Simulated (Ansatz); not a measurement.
**CH₃AlCl₂: up Jacob's ladder to CCSD(T)**

The task here is to estimate one member of a computed series from the others.

The runs use Ansatz 0.2.0, Gaussian basis; functionals in def2-TZVPP, the program's frozen cores in correlated methods.

Levels to be run: LDA (SPW92), PBE-D4, revPBE-D4, BLYP-D4, r2SCAN-D4, B97M-V, PBE0-D4, B3LYP-D4, r2SCANh-D4, r2SCAN0-D4, HSE06-D4, BHLYP-D4, CAM-B3LYP-D4, LC-ωPBE, ωB97X-V, ωB97M-V, B2PLYP, PBE-QIDH; CCSD(T)/def2-SVP; CCSD(T)/def2-TZVPP; MP2/def2-QZVPP; extrapolation to the limit; RPA on PBE.

**Structure used throughout**

All runs share one geometry, relaxed beforehand with PBE0-D4 in a triple-zeta def2 set.

SMILES `Cl[CH2][AlH][Cl]`, 7 atoms, charge 0, spin multiplicity 1.

Atoms are counted from 1 here; the program's logs count them from 0.

Bond lengths: Cl1–C2 1.854 Å, C2–Al3 1.946 Å, C2–H5 1.087 Å, C2–H6 1.087 Å, Al3–Cl4 2.100 Å, Al3–H7 1.570 Å. Angles: Cl1–C2–Al3 80.7°, Cl1–C2–H5 106.1°, Cl1–C2–H6 106.1°, Al3–C2–H5 121.2°, Al3–C2–H6 122.4°, H5–C2–H6 111.6°, C2–Al3–Cl4 117.0°, C2–Al3–H7 122.4°, Cl4–Al3–H7 120.5°.

As a file:

```mol
CH3AlCl2
  3D, bonds by distance, orders not assigned

  7  6  0  0  0  0  0  0  0  0999 V2000
   -1.5248    0.5576    0.6964 Cl  0  0
   -0.0271    0.9238   -0.3334 C   0  0
    0.4317   -0.8715    0.2613 Al  0  0
   -0.0495   -2.4554   -1.0311 Cl  0  0
   -0.3916    1.1079   -1.3405 H   0  0
    0.4251    1.8132    0.0974 H   0  0
    1.1975   -1.1435    1.6042 H   0  0
  1  2  8  0
  2  3  8  0
  3  4  8  0
  2  5  8  0
  2  6  8  0
  3  7  8  0
M  END
```

The first run:

Contents of in.yaml:

```yaml
crystal:
  periodic: [false, false, false]
  atoms:
    - {symbol: Cl, position_ang: [-1.524829, 0.557638, 0.696391]}
    - {symbol: C, position_ang: [-0.027117, 0.923788, -0.333417]}
    - {symbol: Al, position_ang: [0.431726, -0.871477, 0.261304]}
    - {symbol: Cl, position_ang: [-0.049463, -2.455446, -1.031093]}
    - {symbol: H, position_ang: [-0.391586, 1.107919, -1.340466]}
    - {symbol: H, position_ang: [0.425059, 1.813224, 0.097388]}
    - {symbol: H, position_ang: [1.197510, -1.143544, 1.604194]}
basis:
  gaussian: {orbitals: def2-TZVPP}
hamiltonian: {xc: lda}
output: {orbitals: {seedname: orbitals}}
```

Launch:

```sh
$ ansatz run in.yaml --threads 2 --pin off --events-out ev --progress --plain --max-ram 4352MiB
```

Steps of the session up to this table: LDA; PBE-D4 (GGA); revPBE-D4 (GGA); BLYP-D4 (GGA); r2SCAN-D4 (meta-GGA); B97M-V (meta-GGA); PBE0-D4 (hybrid); B3LYP-D4 (hybrid); r2SCANh-D4 (hybrid); r2SCAN0-D4 (hybrid); HSE06-D4 (hybrid); BHLYP-D4 (hybrid); CAM-B3LYP-D4 (range-separated); LC-ωPBE (range-separated); ωB97X-V (range-separated); ωB97M-V (range-separated); B2PLYP (double hybrid); PBE-QIDH (double hybrid).

One table of the session follows, with a row left open; its other results are not shown here.

It belongs to the step «Orbital energies across the functionals». 

| functional | HOMO (eV) | gap (eV) |
| --- | --- | --- |
| LDA (SPW92) | -7.02 | 5.08 |
| PBE-D4 | -6.90 | 5.18 |
| revPBE-D4 | -6.86 | 5.22 |
| BLYP-D4 | -6.77 | 5.15 |
| r2SCAN-D4 | -7.21 | 5.79 |
| B97M-V | -7.30 | 5.82 |
| PBE0-D4 | -8.21 | 7.41 |
| B3LYP-D4 | -7.98 | 6.94 |
| r2SCANh-D4 | -7.69 | 6.61 |
| r2SCAN0-D4 | -8.41 | 7.81 |
| HSE06-D4 | -7.81 | 6.64 |
| BHLYP-D4 | -9.41 | 9.46 |
| CAM-B3LYP-D4 | -9.57 | 9.75 |
| LC-ωPBE | ? | ? |
| ωB97X-V | -10.59 | 11.78 |
| ωB97M-V | -10.41 | 11.32 |

**Question.** Estimate the row for LC-ωPBE.

As computed: HOMO (eV): -10.95; gap (eV): 12.29. In the column «HOMO (eV)» it is the lowest.
